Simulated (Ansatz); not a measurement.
# H5NO2Si2: the cost of one run

Method: RKS B3LYP-D4/STO-3G, in Ansatz 0.2.0.

## (1) Starting point

Bond lengths: O1–Si2 1.610 Å, Si2–O3 1.633 Å, Si2–N4 1.576 Å, N4–Si5 1.542 Å, O1–H6 1.031 Å, O3–H7 1.028 Å, N4–H8 1.018 Å, Si5–H9 1.500 Å, Si5–H10 1.452 Å. Angles: O1–Si2–O3 108.7°, O1–Si2–N4 101.2°, O3–Si2–N4 96.8°, Si2–O1–H6 111.3°, Si2–O3–H7 114.2°, Si2–N4–Si5 133.7°, Si2–N4–H8 109.3°, Si5–N4–H8 114.5°, N4–Si5–H9 106.9°, N4–Si5–H10 113.3°, H9–Si5–H10 111.0°.

Coordinates:

```xyz
10

O    -1.3729   -1.2026   -1.2726
Si    0.1149   -0.7973   -0.8113
O     0.6832   -1.9507    0.1957
N    -0.1908    0.2826    0.2948
Si    0.2001    1.7631    0.4734
H    -2.0796   -0.5944   -0.8328
H     1.5770   -1.7139    0.6450
H    -0.4744   -0.1860    1.1532
H     1.6443    1.7863    0.8770
H    -0.0187    2.5619   -0.7195
```

## (2) Preparing the start

Contents of input.yaml:

```yaml
crystal:
  periodic: [false, false, false]
  atoms:
    - { symbol: O, position_ang: [-1.3729, -1.2026, -1.2726] }
    - { symbol: Si, position_ang: [0.1149, -0.7973, -0.8113] }
    - { symbol: O, position_ang: [0.6832, -1.9507, 0.1957] }
    - { symbol: "N", position_ang: [-0.1908, 0.2826, 0.2948] }
    - { symbol: Si, position_ang: [0.2001, 1.7631, 0.4734] }
    - { symbol: H, position_ang: [-2.0796, -0.5944, -0.8328] }
    - { symbol: H, position_ang: [1.577, -1.7139, 0.645] }
    - { symbol: H, position_ang: [-0.4744, -0.186, 1.1532] }
    - { symbol: H, position_ang: [1.6443, 1.7863, 0.877] }
    - { symbol: H, position_ang: [-0.0187, 2.5619, -0.7195] }
basis:
  gaussian: { orbitals: STO-3G }
hamiltonian:
  xc: b3lyp
  dispersion: d4
relax:
  f_tol: 0.02
  max_steps: 40
output:
  orbitals: {}
```

The run is started by

```
$ ansatz run input.yaml --threads 1 --pin off --max-ram 2048MiB --backend cpu --events-out ev --progress --plain --runs-dir out
```

**Question.** How long does this run take on 1 thread of Arm Neoverse V2, shared host, and how much memory does it need?

About 35 s, with a peak of 0.12 GiB.
